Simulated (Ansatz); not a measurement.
Input of an Ansatz 0.2.0 run:

Contents of input.yaml:

```yaml
crystal:
  lattice:
    - [3.363843863, 0.0, 0.0]
    - [-1.6819219315, 2.9131742397, 0.0]
    - [0.0, 0.0, 31.19956254]
  atoms:
    - { symbol: In, position: [0.33333333, 0.66666666, 0.2403879859] }
    - { symbol: In, position: [0.0, 0.0, 0.3269253239] }
    - { symbol: In, position: [0.66666667, 0.33333334, 0.413462662] }
    - { symbol: In, position: [0.0, 0.0, 0.5] }
    - { symbol: In, position: [0.33333333, 0.66666666, 0.586537338] }
    - { symbol: In, position: [0.0, 0.0, 0.6730746761] }
    - { symbol: In, position: [0.66666667, 0.33333334, 0.7596120141] }
hamiltonian:
  xc: lda
  pseudopotentials: { kind: paw }
kpoints:
  mp_grid: { grid: [9, 9, 1] }
  band_path:
    path:
      - [0.0, 0.0, 0.0]
      - [0.5, 0.0, 0.0]
      - [0.3333333333, 0.3333333333, 0.0]
      - [0.0, 0.0, 0.0]
    npoints: 10
scf:
  occupations: { method: fermi_dirac, width: 0.05 }
  n_extra_bands: 17
output:
  forces: true
  eigenvalues: true
  fatbands: true
efield:
  axis: 3
  dipole_correction: true
  ramp_width: 0.04
```

Potentials or basis: Ansatz PAW.

Launch:

```bash
$ ansatz run input.yaml --threads 4 --pin off --max-ram 11264MiB --backend cpu --events-out ev --progress --plain --runs-dir out
```

Problem. Predict the work function of the upper face.

Solution. 4.04 eV.

Problem. What does it give for the dipole across the slab?

Solution. 0.000 e·Å.

Problem. Predict the band gap on the k mesh.

Solution. None (metal or under the smearing width).

Problem. What does it give for the work function of the lower face?

Solution. 4.04 eV.

Levels at the corners of the path, in eV from the Fermi level:
| point | band 42 | band 43 | band 44 | band 45 | band 46 | band 47 | band 48 | band 49 | band 50 | band 51 |
| --- | --- | --- | --- | --- | --- | --- | --- | --- | --- | --- |
| Γ | -4.84 | -2.73 | -1.38 | 0.25 | 1.91 | 3.28 | 3.80 | 4.85 | 4.98 | 6.87 |
| M | -3.03 | -2.80 | -2.12 | -2.01 | -1.17 | -1.07 | -0.16 | -0.09 | 1.94 | 2.48 |
| K | -2.85 | -1.45 | -1.45 | -1.15 | -0.90 | -0.90 | -0.50 | -0.12 | -0.12 | 0.48 |
| Γ | -4.84 | -2.73 | -1.38 | 0.25 | 1.91 | 3.28 | 3.80 | 4.85 | 4.98 | 6.87 |

Caveat: spin-orbit coupling is left out, which moves the levels of the heavy elements.
